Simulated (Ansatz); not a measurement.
# CH₅FSSn: how energies converge with the basis set

The task here is to estimate one member of a computed series from the others.

Method: one geometry, several basis sets; program: Ansatz 0.2.0, Gaussian basis.

The runs, in order: PBE0-D4/def2-SVP; ωB97M-V/def2-SVP; PBE0-D4/def2-QZVPP; ωB97M-V/def2-QZVPP; the functionals' def2-TZVPP values are taken from earlier runs.

## The relaxed structure

An earlier PBE0-D4 in a triple-zeta def2 set relaxation fixed the geometry. Sn takes the def2 core potential; no spin-orbit term is included.

SMILES `FC[S][SnH3]`, 9 atoms, charge 0, spin multiplicity 1.

Atoms are counted from 1 here; the program's logs count them from 0.

Bond lengths: F1–C2 1.369 Å, C2–S3 1.820 Å, C2–H5 1.092 Å, C2–H6 1.093 Å, S3–Sn4 2.401 Å, Sn4–H7 1.707 Å, Sn4–H8 1.698 Å, Sn4–H9 1.707 Å. Angles: F1–C2–S3 108.0°, F1–C2–H5 108.2°, F1–C2–H6 108.3°, S3–C2–H5 110.7°, S3–C2–H6 110.7°, H5–C2–H6 110.8°, C2–S3–Sn4 98.1°, S3–Sn4–H7 108.9°, S3–Sn4–H8 105.2°, S3–Sn4–H9 108.8°, H7–Sn4–H8 112.1°, H7–Sn4–H9 109.6°, H8–Sn4–H9 112.1°.

The first run:

in.yaml reads:

```yaml
crystal:
  periodic: [false, false, false]
  atoms:
    - {symbol: F, position_ang: [1.926110, 2.041715, -0.723542]}
    - {symbol: C, position_ang: [0.818227, 1.293204, -0.431696]}
    - {symbol: S, position_ang: [1.367140, -0.401921, -0.061984]}
    - {symbol: Sn, position_ang: [-0.781217, -1.350492, 0.436060]}
    - {symbol: H, position_ang: [0.158845, 1.304444, -1.302651]}
    - {symbol: H, position_ang: [0.323803, 1.737388, 0.435435]}
    - {symbol: H, position_ang: [-1.784421, -1.198298, -0.936829]}
    - {symbol: H, position_ang: [-0.471518, -2.974494, 0.822524]}
    - {symbol: H, position_ang: [-1.468369, -0.497647, 1.745582]}
basis:
  gaussian: {orbitals: def2-SVP}
hamiltonian: {xc: pbe0, dispersion: d4}
output: {orbitals: {seedname: orbitals}}
```

Steps of the session up to this table: PBE0-D4 in def2-SVP; ωB97M-V in def2-SVP; PBE0-D4 in def2-QZVPP; ωB97M-V in def2-QZVPP.

One table of the session follows, with a row left open; its other results are not shown here.

It belongs to the step «Density functionals: the series». 

| functional | basis | HOMO (eV) |
| --- | --- | --- |
| PBE0-D4 | def2-SVP | ? |
| PBE0-D4 | def2-TZVPP | -7.03 |
| PBE0-D4 | def2-QZVPP | -7.06 |
| ωB97M-V | def2-SVP | -9.08 |
| ωB97M-V | def2-TZVPP | -9.22 |
| ωB97M-V | def2-QZVPP | -9.26 |

Q: Estimate the row for PBE0-D4, def2-SVP from the others.

The run gave: HOMO (eV): -6.93. In the column «HOMO (eV)» it is the highest.
